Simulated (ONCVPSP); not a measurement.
# In: generating and testing an ONCV potential

Do these settings give a usable potential? It is generated, then checked for transferability, scattering, ghosts and hardness.

Method: ONCVPSP 4.0.1.1 (patched build), PBE, scalar-relativistic.

## Step 1: The design

Typed settings, in words:

| Item | Value |
| --- | --- |
| element | indium (In, Z = 49) |
| type | optimised norm-conserving Vanderbilt (ONCV) |
| frozen core | [Ar] 3d10 |
| valence charge | 21 |
| reference configuration | 4s2 4p6 4d10 (charge +3) |
| partial waves | 4s: rc 0.90 bohr, ncon 4, nbas 7, qcut 8.3 1/bohr, 2 projectors, debl 0.4 Ha; 4p: rc 1.55 bohr, ncon 4, nbas 7, qcut 10.5 1/bohr, 2 projectors, debl 0.5 Ha; 4d: rc 1.15 bohr, ncon 4, nbas 7, qcut 9.8 1/bohr, 2 projectors, debl 3.1 Ha |
| local potential | polynomial inside 0.85 bohr (lpopt 3, dvloc0 2 Ha) |
| core correction | Teter function, fcfact 4.25, rcfact 1 |

The outer shells as boxes (Hund's rule for the drawing; the calculation is spin-unpolarised):

```
[Ar] core
3d [↑↓][↑↓][↑↓][↑↓][↑↓]
4s [↑↓]
4p [↑↓][↑↓][↑↓]
4d [↑↓][↑↓][↑↓][↑↓][↑↓]
```

## Step 2: The generation run

In.dat

```
# ATOM AND REFERENCE CONFIGURATION
# atsym  z   nc   nv     iexc    psfile
  In 49.00    6    3        4      upf
#
#   n    l    f
    1    0    2.00
    2    0    2.00
    2    1    6.00
    3    0    2.00
    3    1    6.00
    3    2   10.00
    4    0    2.00
    4    1    6.00
    4    2   10.00
#
# PSEUDOPOTENTIAL AND OPTIMIZATION
# lmax
    2
#
#   l,   rc,      ep,       ncon, nbas, qcut
    0    0.90    0.00    4    7    8.30
    1    1.55    0.00    4    7   10.50
    2    1.15    0.00    4    7    9.80
#
# LOCAL POTENTIAL
# lloc, lpopt,  rc(5),   dvloc0
    4    3    0.85    2.00
#
# VANDERBILT-KLEINMAN-BYLANDER PROJECTORs
# l, nproj, debl
    0    2    0.40
    1    2    0.50
    2    2    3.10
#
# MODEL CORE CHARGE
# icmod, fcfact, rcfact
    3    4.25    1.00
#
# LOG DERIVATIVE ANALYSIS
# epsh1, epsh2, depsh
   -7.00    5.00    0.04
#
# OUTPUT GRID
# rlmax, drl
    6.00    0.01
#
# TEST CONFIGURATIONS
# ncnf
    4
# nvcnf
#   n    l    f
    5
    4    0    2.00
    4    1    6.00
    4    2   10.00
    5    0    2.00
    5    1    1.00
#
    4
    4    0    2.00
    4    1    6.00
    4    2   10.00
    5    0    2.00
#
    4
    4    0    2.00
    4    1    6.00
    4    2   10.00
    5    0    1.00
#
    4
    4    0    2.00
    4    1    6.00
    4    2   10.00
    5    1    3.00
#
```

The run is started by

```
$ oncvpsp.x < In.dat > In.out
```

What does the calculation give? Wanted: cutoffs for 1 and 0.1 mHa per electron, occupied waves; bound ghosts; GHOST(+) flags; largest test error; largest phase difference near zero energy, channels read; rms error of d²Exc/dn², without and with the model core; projector energies reset by the program.

The runs gave:

| quantity | value |
| --- | --- |
| cutoffs for 1 and 0.1 mHa per electron, occupied waves | 124 Ha and 152 Ha |
| bound ghosts | none found |
| GHOST(+) flags | s at 350 eV |
| largest test error (AE − PS) | +7.9 meV, for 4s2 4p6 4d10 5p3 (1 test unsolved) |
| largest phase difference near zero energy, channels read | 0.000 rad |
| rms error of d²Exc/dn², without and with the model core | 2.73 and 2.06 mHa |
| projector energies reset by the program | s: -5.486, 0.250 Ha; p: -3.960, 0.050 Ha |

In words: The worst unpolarised test, 4s2 4p6 4d10 5p3, is off by 7.9 meV on 41.0 eV; by total energies transferability rates as good where solved. Of the tests 1 gave no usable energy difference, which is a warning in itself. The potential is very hard: the looser tolerance needs 124 Ha. At the looser tolerance the 4s wave is the slowest; 4d needs 41 Ha. No bound ghost shows below the valence levels. Near zero energy the phases of the channels with partial waves agree within 0.001 rad. The program also flags highly localised states, GHOST(+) (s). All of this concerns the isolated atom, not yet a solid.
